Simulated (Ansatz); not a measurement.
# GeBrF (SMILES [F][Ge][Br]): functionals against CCSD(T) at one geometry

A test off equilibrium: a structure displaced at random from a GFN2-xTB minimum is computed at several levels, and each is set against CCSD(T).

Computed with Ansatz 0.2.0, Gaussian basis. Level: single points in def2-TZVPP.

Cores are frozen in the correlated methods. Filled d shells of the heavier atoms are correlated.

**1. Starting geometry**

3 atoms, charge 0, spin multiplicity 1.

Atoms are counted from 1 here; the program's logs count them from 0.

Bond lengths: F1–Ge2 1.938 Å, Ge2–Br3 2.444 Å. Angles: F1–Ge2–Br3 89.7°.

Coordinates:

```xyz
3
BrFGe
F    -0.7856    1.2866   -0.0663
Ge   -0.7489   -0.6108   -0.4574
Br    1.4220   -0.7852    0.6522
```

**2. CCSD(T)/def2-TZVPP**

run/in.yaml reads:

```yaml
crystal:
  periodic: [false, false, false]
  atoms:
    - {symbol: F, position_ang: [-0.785600, 1.286600, -0.066300]}
    - {symbol: Ge, position_ang: [-0.748900, -0.610800, -0.457400]}
    - {symbol: Br, position_ang: [1.422000, -0.785200, 0.652200]}
basis:
  gaussian: {orbitals: def2-TZVPP}
correlation: {method: ccsd_t}
output: {forces: true}
```

The command line of these runs was not kept.

**3. PBE0-D4/def2-TZVPP**

run/in.yaml: that of step 2 with these lines changed.

```diff
@@ -8,3 +8,3 @@
   gaussian: {orbitals: def2-TZVPP}
-correlation: {method: ccsd_t}
-output: {forces: true}
+hamiltonian: {xc: pbe0, dispersion: d4}
+output: {forces: true, orbitals: {seedname: orbitals}}
```

**4. wB97M-V/def2-TZVPP**

run/in.yaml: that of step 3 with these lines changed.

```diff
@@ -8,3 +8,3 @@
   gaussian: {orbitals: def2-TZVPP}
-hamiltonian: {xc: pbe0, dispersion: d4}
-output: {forces: true, orbitals: {seedname: orbitals}}
+hamiltonian: {xc: {name: wB97M-V}}
+output: {forces: true}
```

**5. r2SCAN-D4/def2-TZVPP**

run/in.yaml: that of step 4 with these lines changed.

```diff
@@ -8,3 +8,3 @@
   gaussian: {orbitals: def2-TZVPP}
-hamiltonian: {xc: {name: wB97M-V}}
+hamiltonian: {xc: r2scan, dispersion: d4}
 output: {forces: true}
```

**6. PBE-D4/def2-TZVPP**

run/in.yaml: that of step 5 with these lines changed.

```diff
@@ -8,3 +8,3 @@
   gaussian: {orbitals: def2-TZVPP}
-hamiltonian: {xc: r2scan, dispersion: d4}
+hamiltonian: {xc: pbe, dispersion: d4}
 output: {forces: true}
```

**7. revPBE-D4/def2-TZVPP**

run/in.yaml: that of step 6 with these lines changed.

```diff
@@ -8,3 +8,3 @@
   gaussian: {orbitals: def2-TZVPP}
-hamiltonian: {xc: pbe, dispersion: d4}
+hamiltonian: {xc: {name: revPBE}, dispersion: d4}
 output: {forces: true}
```

**8. BHLYP-D4/def2-TZVPP**

run/in.yaml: that of step 7 with these lines changed.

```diff
@@ -8,3 +8,3 @@
   gaussian: {orbitals: def2-TZVPP}
-hamiltonian: {xc: {name: revPBE}, dispersion: d4}
+hamiltonian: {xc: {name: BHLYP}, dispersion: d4}
 output: {forces: true}
```

(Steps that only read results are left out.)

Q: Predict the outcome of this session. Wanted: energy less free atoms, CCSD(T)/def2-TZVPP; RMS force component; RMS force error; HOMO and LUMO, PBE0-D4; T1 diagnostic.

The runs gave:

| quantity | value |
| --- | --- |
| energy less free atoms, CCSD(T)/def2-TZVPP | -8.406 eV |
| RMS force component | 1.237 to 1.748 eV/Å over the methods |
| RMS force error | PBE0-D4 0.096, wB97M-V 0.061, r2SCAN-D4 0.130, PBE-D4 0.412, revPBE-D4 0.491, BHLYP-D4 0.070 eV/Å |
| HOMO and LUMO, PBE0-D4 | -8.38 and -3.46 eV |
| T1 diagnostic | 0.014 |

**Reading.** Against CCSD(T) the functionals' energies less atoms differ by -0.949 to +0.316 eV, PBE-D4 by -0.949 eV. CCSD(T) in triple zeta still lacks some correlation energy of the bonds, so part of these gaps is its own basis error and they don't rank the functionals. The forces of wB97M-V come nearest to CCSD(T), those of revPBE-D4 are farthest. Frozen-core CCSD(T) forces in triple zeta carry basis errors of their own, and this is one geometry, so small gaps rank nothing.
